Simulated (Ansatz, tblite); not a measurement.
**SiCl(vinyl)3 (C6H9ClSi): removing an electron**

What does removing an electron cost or gain for SiCl(vinyl)3 (C6H9ClSi)? Each charged state is run at several levels.

Method: as each input shows; program: Ansatz 0.2.0, Gaussian basis.

Plan: charge +1 doublet, at the geometry of the singlet (PBE0-D4/def2-TZVP, PBE-D4/def2-TZVP, CAM-B3LYP-D4/def2-TZVP, CCSD(T)/def2-SVP); the starting singlet's energies come from earlier runs.

2 further runs of the same task are left out: 2 set aside as unsound or not needed.

**1. The structure**

The geometry is that of the singlet, from an earlier relaxation (PBE-D4/def2-SVP).

17 atoms, charge 0, spin multiplicity 1.

Atoms are counted from 1 here; the program's logs count them from 0.

Bond lengths: Si1–Cl2 2.100 Å, Si1–C3 1.876 Å, Si1–C8 1.876 Å, Si1–C13 1.876 Å, C3–C4 1.347 Å, C3–H5 1.108 Å, C4–H6 1.104 Å, C4–H7 1.104 Å, C8–C9 1.347 Å, C8–H10 1.108 Å, C9–H11 1.104 Å, C9–H12 1.104 Å, C13–C14 1.347 Å, C13–H15 1.108 Å, C14–H16 1.104 Å, C14–H17 1.104 Å. Angles: Cl2–Si1–C3 108.5°, Cl2–Si1–C8 108.5°, Cl2–Si1–C13 108.5°, C3–Si1–C8 110.4°, C3–Si1–C13 110.4°, C8–Si1–C13 110.4°, Si1–C3–C4 125.0°, Si1–C3–H5 116.7°, C4–C3–H5 118.2°, C3–C4–H6 121.3°, C3–C4–H7 122.0°, H6–C4–H7 116.7°, Si1–C8–C9 125.1°, Si1–C8–H10 116.7°, C9–C8–H10 118.2°, C8–C9–H11 121.3°, C8–C9–H12 122.0°, H11–C9–H12 116.7° and more.

**2. Charge +1 doublet at the fixed geometry, PBE0-D4/def2-TZVP**

Input file in.yaml:

```yaml
crystal:
  periodic: [false, false, false]
  atoms:
    - {symbol: Si, position_ang: [-0.001190, 0.001439, 0.049791]}
    - {symbol: Cl, position_ang: [0.023831, 0.010539, 2.149534]}
    - {symbol: C, position_ang: [1.747794, -0.282921, -0.565211]}
    - {symbol: C, position_ang: [2.822501, -0.480093, 0.222866]}
    - {symbol: H, position_ang: [1.895321, -0.287317, -1.663336]}
    - {symbol: H, position_ang: [2.733932, -0.484857, 1.323052]}
    - {symbol: H, position_ang: [3.831762, -0.643909, -0.193720]}
    - {symbol: C, position_ang: [-0.642125, 1.660388, -0.545780]}
    - {symbol: C, position_ang: [-0.990936, 2.687345, 0.253357]}
    - {symbol: H, position_ang: [-0.735930, 1.793984, -1.641683]}
    - {symbol: H, position_ang: [-0.918342, 2.609651, 1.351976]}
    - {symbol: H, position_ang: [-1.362114, 3.644809, -0.152219]}
    - {symbol: C, position_ang: [-1.129697, -1.381341, -0.526511]}
    - {symbol: C, position_ang: [-1.818938, -2.206629, 0.285149]}
    - {symbol: H, position_ang: [-1.228107, -1.520566, -1.621317]}
    - {symbol: H, position_ang: [-1.757813, -2.114132, 1.383316]}
    - {symbol: H, position_ang: [-2.469960, -3.006391, -0.109252]}
basis:
  gaussian: {orbitals: def2-TZVP}
total_charge: 1
magnetization: {spin_polarized: true, initial_magnetization: 1}
hamiltonian: {xc: pbe0, dispersion: d4}
scf: {omitted_lower_state_checks: [starts]}
output: {orbitals: {seedname: orbitals}}
```

Launch:

```sh
$ ansatz run in.yaml --threads 4 --pin off --events-out ev --progress --plain --max-ram 8704MiB
```

Output:

```text
Functional definition: PBE0
  name "PBE0"
  cite "Adamo & Barone, J. Chem. Phys. 110, 6158 (1999) doi:10.1063/1.478522"
  cite "Perdew, Burke & Ernzerhof, Phys. Rev. Lett. 77, 3865 (1996) doi:10.1103/PhysRevLett.77.3865"
  parent pbe
  parameter a = 0.25
  parameter kappa = 0.804
  parameter beta = 0.06672455060314922
  exchange = (1 - a)*pbe_x(kappa = kappa, mu = beta*pi^2/3) + a*exact_x
  correlation = pbe_c(beta = beta)
these checks for a lower state are left out or cut short: starts
2012 factors; their error is unknown
mean field evaluation 1: about -26724.2379 eV, gradient 6.5e1 eV
mean field evaluation 2: about -26706.0208 eV, gradient 8.6e1 eV
mean field evaluation 4: about -26745.4181 eV, gradient 1.7e1 eV
mean field evaluation 8: about -26747.1700 eV, gradient 5.5e-1 eV
mean field evaluation 16: about -26747.2203 eV, gradient 1.5e-2 eV
mean field evaluation 32: about -26747.2203 eV, gradient 1.2e-5 eV
mean field -26747.22030570 eV, -982.9422163174 hartree, gradient 1.2e-5 eV, S^2 0.760349; 0 other end points of the search recorded, 0 dependent functions left out
reference -26747.22034537 eV, -982.9422177751 hartree; 38, 37 occupied and 276, 277 virtual orbitals, 2012 factors
Total energy: -26747.62308979 eV, -982.9570183596 hartree
Checks for a lower state left out: starts
```

It took 13 s on 4 threads of Intel Xeon 6975P-C, shared host; peak memory 1.7 GiB.

Report: HOMO -12.23 eV, LUMO -10.93 eV (over both spins); ⟨S²⟩ 0.760 (pure: 0.75).

**3. Charge +1 doublet at the fixed geometry, PBE-D4/def2-TZVP**

start.molden holds the orbitals of an earlier run on this state, given as this run's starting guess.

in.yaml: that of step 2 with these lines changed.

```diff
@@ -21,6 +21,6 @@
 basis:
-  gaussian: {orbitals: def2-TZVP}
+  gaussian: {orbitals: def2-TZVP, initial_orbitals: start.molden}
 total_charge: 1
 magnetization: {spin_polarized: true, initial_magnetization: 1}
-hamiltonian: {xc: pbe0, dispersion: d4}
+hamiltonian: {xc: pbe, dispersion: d4}
 scf: {omitted_lower_state_checks: [starts]}
```

The command is unchanged.

Output:

```text
Functional definition: PBE
  name "PBE"
  cite "Perdew, Burke & Ernzerhof, Phys. Rev. Lett. 77, 3865 (1996) doi:10.1103/PhysRevLett.77.3865"
  parent pbe
  parameter kappa = 0.804
  parameter beta = 0.06672455060314922
  exchange = pbe_x(kappa = kappa, mu = beta*pi^2/3)
  correlation = pbe_c(beta = beta)
these checks for a lower state are left out or cut short: starts
1984 factors; their error is unknown
mean field evaluation 1: about -26744.9273 eV, gradient 9.7e0 eV
mean field evaluation 2: about -26745.0951 eV, gradient 2.1e-1 eV
mean field evaluation 4: about -26745.0301 eV, gradient 3.6e-3 eV
mean field evaluation 8: about -26745.0300 eV, gradient 1.5e-5 eV
mean field -26745.03004879 eV, -982.8617258606 hartree, gradient 1.5e-5 eV, S^2 0.752505; 0 other end points of the search recorded, 0 dependent functions left out
reference -26745.03010107 eV, -982.8617277817 hartree; 38, 37 occupied and 276, 277 virtual orbitals, 1984 factors
Total energy: -26745.49662894 eV, -982.8788723646 hartree
Checks for a lower state left out: starts
```

Wall time 5.5 s (4 threads of Intel Xeon 6975P-C, shared host).

From the report: HOMO -11.52 eV, LUMO -11.34 eV (over both spins); ⟨S²⟩ 0.753 (pure: 0.75).

**4. Charge +1 doublet at the fixed geometry, CAM-B3LYP-D4/def2-TZVP**

in.yaml: that of step 3 with these lines changed.

```diff
@@ -24,3 +24,3 @@
 magnetization: {spin_polarized: true, initial_magnetization: 1}
-hamiltonian: {xc: pbe, dispersion: d4}
+hamiltonian: {xc: {name: CAM-B3LYP}, dispersion: d4}
 scf: {omitted_lower_state_checks: [starts]}
```

The command is unchanged.

Output, cut to the lines that bear on the results:

```text
Functional definition: CAM-B3LYP
  name "CAM-B3LYP"
  cite "Yanai, Tew & Handy, Chem. Phys. Lett. 393, 51 (2004) doi:10.1016/j.cplett.2004.06.011"
  cite "Iikura, Tsuneda, Yanai & Hirao, J. Chem. Phys. 115, 3540 (2001) doi:10.1063/1.1383587"
  cite "Becke, Phys. Rev. A 38, 3098 (1988) doi:10.1103/PhysRevA.38.3098"
  cite "Lee, Yang & Parr, Phys. Rev. B 37, 785 (1988) doi:10.1103/PhysRevB.37.785"
  cite "Vosko, Wilk & Nusair, Can. J. Phys. 58, 1200 (1980) doi:10.1139/p80-159"
[...]
  # Exact exchange under (alpha + beta erf(omega r))/r, Becke's under what is left of 1/r.
[...]
2000 factors; their error is unknown
531 factors; integrals over basis functions are off by at most 1.9e-5 eV
[...]
mean field -26759.01685913 eV, -983.3757316600 hartree, gradient 6.8e-6 eV, S^2 0.768301; 0 other end points of the search recorded, 0 dependent functions left out
reference -26759.01702705 eV, -983.3757378308 hartree; 38, 37 occupied and 276, 277 virtual orbitals, 2000 factors
Total energy: -26759.43125807 eV, -983.3909605402 hartree
Checks for a lower state left out: starts
```

It took 28 s on 4 threads of Intel Xeon 6975P-C, shared host; peak memory 2.6 GiB.

HOMO -13.21 eV, LUMO -10.34 eV (over both spins); ⟨S²⟩ 0.768 (pure: 0.75).

**5. Charge +1 doublet at the fixed geometry, CCSD(T)/def2-SVP**

in.yaml: that of step 4 with these lines changed.

```diff
@@ -21,7 +21,7 @@
 basis:
-  gaussian: {orbitals: def2-TZVP, initial_orbitals: start.molden}
+  gaussian: {orbitals: def2-SVP, initial_orbitals: start.molden}
 total_charge: 1
 magnetization: {spin_polarized: true, initial_magnetization: 1}
-hamiltonian: {xc: {name: CAM-B3LYP}, dispersion: d4}
-scf: {omitted_lower_state_checks: [starts]}
+correlation: {method: ccsd_t}
+scf: {omitted_lower_state_checks: [starts, cluster_reference]}
 output: {orbitals: {seedname: orbitals}}
```

Same command.

Output, cut to the lines that bear on the results:

```text
Functional definition: HF
  name "HF"
  cite "Fock, Z. Phys. 61, 126 (1930) doi:10.1007/BF01340294"
  parent pbe
[...]
1677 factors; integrals over basis functions are off by at most 1.6e-3 eV
[...]
mean field -26671.55071295 eV, -980.1614100746 hartree, gradient 5.3e-6 eV, S^2 0.801131; 0 other end points of the search recorded, 0 dependent functions left out
16 core orbitals not correlated: weight in the atoms' cores, before any rotation towards them, 1.000 or more for the frozen orbitals, at most 0.000 for the correlated occupied ones
reference -26671.55071295 eV, -980.1614100746 hartree; 22, 21 occupied and 127, 128 virtual orbitals, 1677 factors
second order -26.19323220 eV of doubles, -0.00000000 eV of singles
cycle   1  -27.74188684 eV  change    -1.5e0 eV  update   1.3e-1
[...]
cycle  23  -28.81607757 eV  change    1.9e-5 eV  update   1.7e-5
perturbative correction -1.06527229 eV, -0.0391480345 hartree
Total energy: -26701.43206280 eV, -981.2595294274 hartree
Checks for a lower state left out: starts, cluster_reference
```

It took 90 s on 4 threads of Intel Xeon 6975P-C, shared host; peak memory 4.6 GiB.

Hartree-Fock HOMO -13.89 eV, LUMO -7.11 eV (over both spins); ⟨S²⟩ 0.801 (pure: 0.75); T1 0.033.

**6. Vertical ionisation energy**

Charged state less starting state, singlet to doublet; the starting state's energies are those of its earlier runs.

Differences are taken before rounding.

```
                method  vertical ionisation energy (eV)  from CCSD(T)/def2-SVP (eV)     time
           HF/def2-SVP                             8.62                       -1.25         
      PBE-D4/def2-TZVP                             9.02                       -0.84    8.1 s
     PBE0-D4/def2-TZVP                             9.35                       -0.52     20 s
CAM-B3LYP-D4/def2-TZVP                             9.71                       -0.16     33 s
          MP2/def2-SVP                            10.12                       +0.26         
         CCSD/def2-SVP                             9.82                       -0.04         
      CCSD(T)/def2-SVP                             9.87                           0  1.8 min
```

Times add the two runs; a level without a time comes out of a correlated run. The closed-shell reference under CCSD(T)/def2-SVP is unstable towards broken spin symmetry, which adds to the doubt on it.

Beside −ε(HOMO) of the starting state:

```csv
level,−ε(HOMO) (eV),by difference (eV),mismatch (eV)
PBE-D4/def2-TZVP,6.64,9.02,-2.39
PBE0-D4/def2-TZVP,7.72,9.35,-1.64
CAM-B3LYP-D4/def2-TZVP,9.02,9.71,-0.69
```

**7. Results**

```
                                            quantity                                    value
vertical ionisation energy, functionals in def2-TZVP  9.02 (PBE-D4) to 9.71 eV (CAM-B3LYP-D4)
        vertical ionisation energy, CCSD(T)/def2-SVP                                  9.87 eV
```

**Reading.** The vertical ionisation energy spans 9.02 to 9.71 eV over the functionals, beside 9.87 eV from CCSD(T)/def2-SVP. −ε(HOMO) misses the level's own difference by -0.69 eV at best (CAM-B3LYP-D4) and -2.39 eV at worst (PBE-D4). The yardstick is in a double-zeta basis, so levels in larger sets aren't compared like for like. The reference is CCSD(T) in one finite basis, so it carries an error of its own, often a tenth of an eV or more, and near misses can't be ranked.
